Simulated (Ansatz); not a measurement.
Geometry optimisation, DFT PBE, scalar-relativistic, plane waves, PAW (Ansatz).

input.yaml

```yaml
crystal:
  lattice:
    - [-4.1839, -4.1839, 0.0]
    - [4.1839, -4.1839, 0.0]
    - [0.0, 0.0, 5.3368]
  atoms:
    - { symbol: Si, position: [0.5, 0.5, 0.0] }
    - { symbol: Si, position: [0.0, 0.5, 0.25] }
    - { symbol: O, position: [0.1948, 0.5, 0.0] }
    - { symbol: O, position: [0.0, 0.1948, 0.25] }
    - { symbol: O, position: [0.8052, 0.5, 0.0] }
    - { symbol: O, position: [0.0, 0.8052, 0.25] }
    - { symbol: Si, position: [0.5, 0.5, 0.5] }
    - { symbol: Si, position: [0.0, 0.5, 0.75] }
    - { symbol: O, position: [0.1948, 0.5, 0.5] }
    - { symbol: O, position: [0.0, 0.1948, 0.75] }
    - { symbol: O, position: [0.8052, 0.5, 0.5] }
    - { symbol: O, position: [0.0, 0.8052, 0.75] }
    - { symbol: Si, position: [0.0, 0.0, 0.0] }
    - { symbol: Si, position: [0.5, 0.0, 0.25] }
    - { symbol: O, position: [0.6948, 0.0, 0.0] }
    - { symbol: O, position: [0.5, 0.6948, 0.25] }
    - { symbol: O, position: [0.3052, 0.0, 0.0] }
    - { symbol: O, position: [0.5, 0.3052, 0.25] }
    - { symbol: Si, position: [0.0, 0.0, 0.5] }
    - { symbol: Si, position: [0.5, 0.0, 0.75] }
    - { symbol: O, position: [0.6948, 0.0, 0.5] }
    - { symbol: O, position: [0.5, 0.6948, 0.75] }
    - { symbol: O, position: [0.3052, 0.0, 0.5] }
    - { symbol: O, position: [0.5, 0.3052, 0.75] }
    - { symbol: As, position: [0.22901867, 0.66032514, 0.23405847], spin: 1.0 }
magnetization:
  spin_polarized: true
basis:
  ecutwfc: 420.0
kpoints:
  mp_grid: { grid: [2, 2, 3] }
hamiltonian:
  xc: pbe
  pseudopotentials: { kind: paw, azcp: { folder: soft_1 } }
scf:
  occupations: { method: gaussian, width: 0.02 }
  lower_state_search: "off"
relax:
  f_tol: 0.03
  max_steps: 60
  adjacent_minimum: "off"
```

Launched with:

```bash
$ ansatz run input.yaml --threads 2 --pin off --max-ram 5120MiB --backend cpu --events-out ev --progress --plain --runs-dir out
```

Problem. Where does it end, and by what steps?

Solution. The forces met the threshold. The force dipped under the threshold on the way, but the program's further checks kept it going. Limits of this set-up: coarse k mesh, a small cell, in which the defect meets its images. After 26 steps the energy has fallen by 23.017 eV; O6 moved furthest, 0.91 Å. The start is strongly strained (largest force component 35 eV/Å), so its close contacts needn't be bonds. Parted: Si2–O3 (1.76 → 2.57 Å), Si2–O6 (1.81 → 2.42 Å), Si2–O9 (1.76 → 2.55 Å). Joined: Si2–O18 (3.18 → 2.03 Å).

```json
{"step": "0", "energy less start (eV)": "0.0000", "largest force component (eV/Å)": "35.258", "accepted": "yes"}
{"step": "1", "energy less start (eV)": "-13.3705", "largest force component (eV/Å)": "12.677", "accepted": "yes"}
{"step": "2", "energy less start (eV)": "-18.8020", "largest force component (eV/Å)": "9.447", "accepted": "yes"}
{"step": "3", "energy less start (eV)": "-21.1260", "largest force component (eV/Å)": "2.387", "accepted": "yes"}
{"step": "4", "energy less start (eV)": "-21.8408", "largest force component (eV/Å)": "1.565", "accepted": "yes"}
{"step": "5", "energy less start (eV)": "-22.2753", "largest force component (eV/Å)": "1.351", "accepted": "yes"}
{"step": "6", "energy less start (eV)": "-22.4561", "largest force component (eV/Å)": "0.872", "accepted": "yes"}
{"step": "7", "energy less start (eV)": "-22.6746", "largest force component (eV/Å)": "1.215", "accepted": "yes"}
{"step": "8", "energy less start (eV)": "-22.7819", "largest force component (eV/Å)": "0.455", "accepted": "yes"}
{"step": "9", "energy less start (eV)": "-22.7282", "largest force component (eV/Å)": "0.697", "accepted": "no"}
{"step": "10", "energy less start (eV)": "-22.8294", "largest force component (eV/Å)": "0.345", "accepted": "yes"}
{"step": "11", "energy less start (eV)": "-22.8708", "largest force component (eV/Å)": "0.329", "accepted": "yes"}
{"step": "12", "energy less start (eV)": "-22.8893", "largest force component (eV/Å)": "0.325", "accepted": "yes"}
{"step": "13", "energy less start (eV)": "-22.9251", "largest force component (eV/Å)": "0.593", "accepted": "yes"}
{"step": "14", "energy less start (eV)": "-22.9248", "largest force component (eV/Å)": "0.633", "accepted": "no"}
{"step": "15", "energy less start (eV)": "-22.9685", "largest force component (eV/Å)": "0.410", "accepted": "yes"}
{"step": "16", "energy less start (eV)": "-22.9715", "largest force component (eV/Å)": "0.534", "accepted": "yes"}
{"step": "17", "energy less start (eV)": "-22.9877", "largest force component (eV/Å)": "0.543", "accepted": "yes"}
{"step": "18", "energy less start (eV)": "-22.9649", "largest force component (eV/Å)": "0.418", "accepted": "no"}
{"step": "19", "energy less start (eV)": "-22.9655", "largest force component (eV/Å)": "1.086", "accepted": "no"}
{"step": "20", "energy less start (eV)": "-23.0041", "largest force component (eV/Å)": "0.181", "accepted": "yes"}
{"step": "21", "energy less start (eV)": "-23.0040", "largest force component (eV/Å)": "0.285", "accepted": "no"}
{"step": "22", "energy less start (eV)": "-23.0134", "largest force component (eV/Å)": "0.071", "accepted": "yes"}
{"step": "23", "energy less start (eV)": "-23.0165", "largest force component (eV/Å)": "0.050", "accepted": "yes"}
{"step": "24", "energy less start (eV)": "-23.0166", "largest force component (eV/Å)": "0.051", "accepted": "yes"}
{"step": "25", "energy less start (eV)": "-23.0167", "largest force component (eV/Å)": "0.029", "accepted": "yes"}
{"step": "26", "energy less start (eV)": "-23.0167", "largest force component (eV/Å)": "0.029", "accepted": "yes"}
```

```xyz
25
Lattice="-4.1839 -4.1839 0.0000 4.1839 -4.1839 0.0000 0.0000 0.0000 5.3368" Properties=species:S:1:pos:R:3
Si 0.003 -4.271 -0.118
Si 2.243 -1.257 1.280
O 1.040 -2.979 -0.198
O 0.692 -0.782 1.306
O -1.298 -5.436 -0.226
O 3.944 -2.887 1.846
Si -0.019 -4.234 2.718
Si 1.938 -2.200 3.945
O 1.013 -2.928 2.758
O 0.722 -0.861 4.041
O -1.411 -5.348 2.819
O 3.243 -3.441 3.960
Si -0.124 -0.013 -0.048
Si -2.165 -2.196 1.345
O -2.963 -2.983 -0.029
O 0.732 -5.086 1.307
O -1.277 -1.481 0.009
O -0.969 -3.656 1.273
Si 0.048 -0.004 2.752
Si -2.037 -2.195 4.009
O -2.645 -3.101 2.760
O 0.818 -5.143 3.945
O -1.248 -1.353 2.627
O -0.846 -3.447 4.016
As 2.372 -3.381 1.183
```

The run took 7.8 min on 2 threads of Arm Neoverse V1 (shared host), peak memory 0.98 GiB.
